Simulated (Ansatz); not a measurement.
AgRh:

```
Ag Rh
1.0
     2.77759    0.00000    0.00000
    -1.38879    2.40546    0.00000
     0.00000    0.00000    4.80860
Ag Rh
1 1
Direct
  0.00000 0.00000 0.50000
  0.66667 0.33333 0.00000
```

The cell comes from a database or a generator and needn't be the stable form of this composition.

Base run:

| Property | Result |
| --- | --- |
| Program | Ansatz 0.2.0 |
| Functional | LDA |
| Potentials or basis | all-electron LAPW, scalar-relativistic |
| Cutoff | 263 eV (chosen from the basis error) |
| Basis error allowed | 0.001 eV/atom |
| k mesh | 11 × 11 × 6 |
| Occupations | fermi-dirac, width 0.05 eV |
| Spin | no spin polarisation |

Its results: pressure -15.6 GPa.

Task: The run is repeated on the same cell with these changes: functional from LDA to PBEsol. What comes out?

Result: Pressure -10.6 GPa.

PBEsol binds less tightly than LDA, so the same cell stands under more pressure.
